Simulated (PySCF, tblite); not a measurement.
**C5H10FNSi2: geometry, infrared bands and NMR shifts**

Wanted: the infrared bands and NMR shifts of C5H10FNSi2 (`N#C[C@]1(F)CC[SiH2]C[SiH2]1`), by calculation.

Programs: tblite 0.8.0 and PySCF 2.14.0, with density-fitted response routines of our own. Each step states its level of theory. These are calculated values for one molecule in the gas phase, unless marked as measured. Atoms are numbered from 0 throughout.

## (1) The molecule as given

19 atoms, charge 0, multiplicity 1; geometry from: force field or distance geometry start.

Bonds of the start (Å): N0–C1 1.14, C1–C2 1.46, C2–F3 1.35, C2–C4 1.53, C4–C5 1.50, C5–Si6 1.88, Si6–C7 1.89, C7–Si8 1.88, Si8–C2 1.87, C4–H9 1.13, C4–H10 1.11, C5–H11 1.12, C5–H12 1.12, Si6–H13 1.45, Si6–H14 1.47, C7–H15 1.08, C7–H16 1.11, Si8–H17 1.47, Si8–H18 1.46.

## (2) Geometry optimisation with GFN2-xTB

The job: settings as JSON, then the geometry in Å.

```
{"job": {"kind": "relax", "xc": "GFN2-xTB", "basis": "xTB"}, "charge": 0, "multiplicity": 1}
N     -2.445600    -2.746900    -1.251900
C     -1.759400    -2.003200    -0.718400
C     -0.871700    -1.083400    -0.019400
F     -0.860400    -1.374000     1.297500
C     -1.381500     0.349500    -0.179100
C     -0.698200     1.327500     0.730300
Si     1.084700     1.623100     0.217300
C      1.905700    -0.063400     0.421500
Si     0.881700    -1.194400    -0.671500
H     -2.474700     0.377400     0.086000
H     -1.291300     0.646800    -1.247600
H     -0.646200     0.851500     1.742700
H     -1.251800     2.291100     0.851300
H      1.737500     2.638400     1.025600
H      1.104500     1.943500    -1.216400
H      2.950800    -0.044700     0.145000
H      1.738700    -0.368000     1.474000
H      0.876600    -0.599600    -2.016600
H      1.390800    -2.562000    -0.677700
```

Started as:

```bash
$ OMP_NUM_THREADS=1 python probes_run.py task.json out
```

One launch serves the whole session: the jobs run in the order shown.

**Question.** This job is followed by: GFN2-xTB harmonic vibrations, gas phase; GIAO PBE0/pcSseg-1 NMR shielding, non-relativistic, gas phase. Predict these results of the whole session: strongest single infrared mode (GFN2-xTB); zero-point energy (GFN2-xTB); ¹³C shifts against TMS (PBE0/pcSseg-1); ¹H shifts against TMS (PBE0/pcSseg-1); ¹⁵N shifts against NH3 (PBE0/pcSseg-1); ¹⁹F shifts against CFCl3 (PBE0/pcSseg-1); ²⁹Si shifts against TMS (PBE0/pcSseg-1).

**Answer**, as computed:

| quantity | value |
| --- | --- |
| strongest single infrared mode (GFN2-xTB) | 2256 cm⁻¹, 461 km/mol |
| zero-point energy (GFN2-xTB) | 83.2 kcal/mol |
| ¹³C shifts against TMS (PBE0/pcSseg-1) | 124.1, 81.8, 37.3, 6.7, -12.5 ppm |
| ¹H shifts against TMS (PBE0/pcSseg-1) | 4.70, 4.45, 4.37, 4.31, 2.97, 1.86, 1.37, 0.84, 0.35, -0.11 ppm |
| ¹⁵N shifts against NH3 (PBE0/pcSseg-1) | 318.6 ppm |
| ¹⁹F shifts against CFCl3 (PBE0/pcSseg-1) | -229.5 ppm |
| ²⁹Si shifts against TMS (PBE0/pcSseg-1) | -34.3, -46.7 ppm |

What this shows: Over 70 steps the energy fell by 0.389 eV; of the close pairs, C2–Si8 changed most, 1.874 to 1.944 Å. No mode is imaginary among the 51: a minimum at this level. The strongest single mode, at 2256 cm⁻¹, moves mainly H17. Unscaled tight-binding wavenumbers are off by several per cent, some by more. Its intensities can rank the bands wrongly. C1 (nitrile carbon) lies farthest downfield among carbon, at 124.1 ppm; this is the usual window of a C≡N carbon, which has no attached hydrogen. At PBE0/pcSseg-1: The largest span, 452 ppm, is at N0, where the paramagnetic term is -390 ppm.
